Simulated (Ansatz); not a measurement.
# NbSb (WC type): the cost of one run

Computed with Ansatz 0.2.0 (DFT PBE, scalar-relativistic, unless a step's input says otherwise).

2 further runs of the same task are left out: 2 that didn't finish.

## 1. The structure to begin with

Symmetry: P-6m2, No. 187, hexagonal system. The conventional cell has a = 3.596 Å, b = 3.596 Å, c = 3.813 Å, α = 90.00°, β = 90.00°, γ = 120.00°. Around Nb (site symmetry -6m2) lie 6 Sb at 2.82 Å. Around Sb (site symmetry -6m2) lie 6 Nb at 2.82 Å.

As a file:

```
CELL_PARAMETERS angstrom
3.59552 0.00000 0.00000
-1.79776 3.11382 0.00000
0.00000 0.00000 3.81318
ATOMIC_POSITIONS crystal
Nb 0.00000 0.00000 0.00000
Sb 0.33333 0.66667 0.50000
```

The cell was relaxed by PAW from a hypothetical start (WC type); it needn't be the stable phase of this composition.

Atoms are numbered in the order of the input: Nb1, Sb2.

## 2. Volume × 0.9405, LAPW

input.yaml reads:

```yaml
crystal:
  lattice:
    - [3.5227502525, 0.0, 0.0]
    - [-1.7613751263, 3.0507912098, 0.0]
    - [0.0, 0.0, 3.7359978319]
  atoms:
    - { symbol: Nb, position: [0.0, 0.0, 0.0] }
    - { symbol: Sb, position: [0.3333333333, 0.6666666667, 0.5] }
kpoints:
  mp_grid: { grid: [11, 11, 10] }
scf:
  occupations: { method: fermi_dirac, width: 0.05 }
hamiltonian:
  xc: pbe
  pseudopotentials: { kind: all_electron, lapw: { basis_error: 0.00025 } }
output:
  forces: true
  stress: true
  eigenvalues: true
```

On the command line:

```sh
$ ansatz run input.yaml --threads 1 --pin off --max-ram 2048MiB --backend cpu --events-out ev --progress --plain --runs-dir out
```

**Question.** How long does this run take on 1 thread of Intel Xeon Platinum 8488C (Sapphire Rapids), shared host, and how much memory does it need?

About 46 s, with a peak of 0.55 GiB.
